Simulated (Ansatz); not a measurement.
# CH2BFOS: geometry optimisation

Aim: relax CH2BFOS at this level.

The runs use Ansatz 0.2.0; RKS PBE0-D4/def2-SVP.

1 further run of the same task is left out (set aside as unsound or not needed).

**1. The system as given**

SMILES `OB1SC1F`, 7 atoms, charge 0, spin multiplicity 1.

Atoms are counted from 1 here; the program's logs count them from 0.

Bond lengths: O1–B2 1.349 Å, O1–H6 0.974 Å, B2–S3 1.772 Å, B2–C4 1.543 Å, S3–C4 1.914 Å, C4–F5 1.369 Å, C4–H7 1.107 Å. Angles: B2–O1–H6 113.3°, O1–B2–S3 140.0°, O1–B2–C4 149.8°, S3–B2–C4 70.2°, B2–S3–C4 49.3°, B2–C4–S3 60.5°, B2–C4–F5 120.4°, B2–C4–H7 126.6°, S3–C4–F5 116.0°, S3–C4–H7 111.9°, F5–C4–H7 110.2°.

Coordinates:

| atom | x (Å) | y (Å) | z (Å) |
| --- | --- | --- | --- |
| O1 | -1.1258 | 0.2193 | 1.4568 |
| B2 | -0.2544 | -0.2400 | 0.5343 |
| S3 | 0.8800 | -1.5783 | 0.2873 |
| C4 | 0.4922 | -0.0538 | -0.8033 |
| F5 | 1.4932 | 0.8736 | -0.9148 |
| H6 | -1.5531 | 1.0568 | 1.2011 |
| H7 | 0.1291 | -0.3456 | -1.8072 |

**2. Relaxation**

Input file input.yaml:

```yaml
crystal:
  periodic: [false, false, false]
  atoms:
    - { symbol: O, position_ang: [-1.125751, 0.219254, 1.456841] }
    - { symbol: B, position_ang: [-0.254437, -0.239972, 0.534342] }
    - { symbol: S, position_ang: [0.880005, -1.578314, 0.287314] }
    - { symbol: C, position_ang: [0.492239, -0.053804, -0.8033] }
    - { symbol: F, position_ang: [1.493176, 0.87355, -0.914837] }
    - { symbol: H, position_ang: [-1.553093, 1.056781, 1.201074] }
    - { symbol: H, position_ang: [0.129061, -0.345595, -1.807235] }
basis:
  gaussian: { orbitals: def2-SVP }
hamiltonian:
  xc: pbe0
  dispersion: d4
output:
  forces: true
relax:
  f_tol: 0.003
  max_steps: 120
```

Launch:

```
$ ansatz run input.yaml --threads 1 --pin off --max-ram 2560MiB --backend cpu --events-out ev --progress --plain --runs-dir out
```

**Question.** What will these runs give? Wanted: energy gained; root mean square move; dipole moment.

The runs gave:

```
             quantity      value
        energy gained  0.0248 eV
root mean square move    0.020 Å
        dipole moment     2.67 D
```

**Reading.** Bond lengths: O1–B2 1.337 Å, O1–H6 0.963 Å, B2–S3 1.759 Å, B2–C4 1.537 Å, S3–C4 1.877 Å, C4–F5 1.355 Å, C4–H7 1.098 Å. Angles: B2–O1–H6 113.6°, O1–B2–S3 141.4°, O1–B2–C4 149.4°, S3–B2–C4 69.1°, B2–S3–C4 49.9°, B2–C4–S3 61.1°, B2–C4–F5 120.3°, B2–C4–H7 125.8°, S3–C4–F5 116.0°, S3–C4–H7 112.7°, F5–C4–H7 110.3°. No frequencies were computed here.
